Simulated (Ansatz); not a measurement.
**C₂H₃FSe: up Jacob's ladder to CCSD(T)**

One table from this session's results is given with a row withheld; the runs are named, their logs left out.

Program: Ansatz 0.2.0, Gaussian basis. Level of theory: functionals in def2-TZVPP, the program's frozen cores in correlated methods. These are calculated values, not measurements.

The runs, in order: LDA (SPW92), PBE-D4, revPBE-D4, BLYP-D4, r2SCAN-D4, B97M-V, PBE0-D4, B3LYP-D4, r2SCANh-D4, r2SCAN0-D4, HSE06-D4, BHLYP-D4, CAM-B3LYP-D4, LC-ωPBE, ωB97X-V, ωB97M-V, B2PLYP, PBE-QIDH; CCSD(T)/def2-SVP; CCSD(T)/def2-TZVPP; MP2/def2-QZVPP; extrapolation to the limit; RPA on PBE.

## The relaxed structure

The geometry comes from an earlier relaxation with PBE0-D4 in a triple-zeta def2 set; it is a stationary point, not always the lowest conformer.

SMILES `CC(F)=[Se]`, 7 atoms, charge 0, spin multiplicity 1.

Atoms are counted from 1 here; the program's logs count them from 0.

Bond lengths: C1–C2 1.479 Å, C1–H5 1.086 Å, C1–H6 1.095 Å, C1–H7 1.095 Å, C2–F3 1.330 Å, C2–Se4 1.750 Å. Angles: C2–C1–H5 111.1°, C2–C1–H6 109.3°, C2–C1–H7 109.3°, H5–C1–H6 110.0°, H5–C1–H7 110.1°, H6–C1–H7 106.9°, C1–C2–F3 110.7°, C1–C2–Se4 128.7°, F3–C2–Se4 120.6°.

As a file:

```
C     0.1417    0.6738   -0.0547
C    -0.1300   -0.7756    0.0591
F     0.5803   -1.3107    1.0483
Se   -1.2058   -1.7655   -0.9032
H    -0.4346    1.1170   -0.8611
H    -0.1019    1.1635    0.8940
H     1.2116    0.8294   -0.2283
```

The first run:

in.yaml reads:

```yaml
crystal:
  periodic: [false, false, false]
  atoms:
    - {symbol: C, position_ang: [0.141673, 0.673769, -0.054679]}
    - {symbol: C, position_ang: [-0.129992, -0.775614, 0.059133]}
    - {symbol: F, position_ang: [0.580284, -1.310711, 1.048349]}
    - {symbol: Se, position_ang: [-1.205769, -1.765457, -0.903189]}
    - {symbol: H, position_ang: [-0.434639, 1.117006, -0.861096]}
    - {symbol: H, position_ang: [-0.101915, 1.163478, 0.893950]}
    - {symbol: H, position_ang: [1.211559, 0.829428, -0.228267]}
basis:
  gaussian: {orbitals: def2-TZVPP}
hamiltonian: {xc: lda}
output: {orbitals: {seedname: orbitals}}
```

Command:

```sh
$ ansatz run in.yaml --threads 2 --pin off --events-out ev --progress --plain --max-ram 4352MiB
```

Among the steps run: LDA; PBE-D4 (GGA); revPBE-D4 (GGA); BLYP-D4 (GGA); r2SCAN-D4 (meta-GGA); B97M-V (meta-GGA); B3LYP-D4 (hybrid); r2SCANh-D4 (hybrid); r2SCAN0-D4 (hybrid); HSE06-D4 (hybrid); BHLYP-D4 (hybrid); CAM-B3LYP-D4 (range-separated); LC-ωPBE (range-separated); ωB97X-V (range-separated); ωB97M-V (range-separated); B2PLYP (double hybrid); PBE-QIDH (double hybrid).

One of the session's tables, all rows but one given; the rest of the session is left out.

It belongs to the step «Orbital energies across the functionals». 

```
  functional  HOMO (eV)  LUMO (eV)  gap (eV)
 LDA (SPW92)      -5.65      -3.28      2.37
      PBE-D4      -5.49      -3.07      2.41
   revPBE-D4      -5.43      -3.00      2.43
     BLYP-D4      -5.32      -2.95      2.37
   r2SCAN-D4      -5.73      -2.98      2.75
      B97M-V      -5.81      -2.89      2.92
     PBE0-D4      -6.67      -2.23      4.43
    B3LYP-D4      -6.43      -2.44      3.99
  r2SCANh-D4      -6.17      -2.66      3.51
  r2SCAN0-D4      -6.83      -2.17      4.65
    HSE06-D4          ?          ?         ?
    BHLYP-D4      -7.69      -1.24      6.45
CAM-B3LYP-D4      -7.97      -1.14      6.84
     LC-ωPBE      -9.35      -0.06      9.28
     ωB97X-V      -8.98      -0.08      8.90
     ωB97M-V      -8.84      -0.11      8.73
```

**Question.** Estimate the row for HSE06-D4.

The run gave: HOMO (eV): -6.27; LUMO (eV): -2.61; gap (eV): 3.66. In the column «HOMO (eV)» it lies between B3LYP-D4 (-6.43) and r2SCANh-D4 (-6.17).
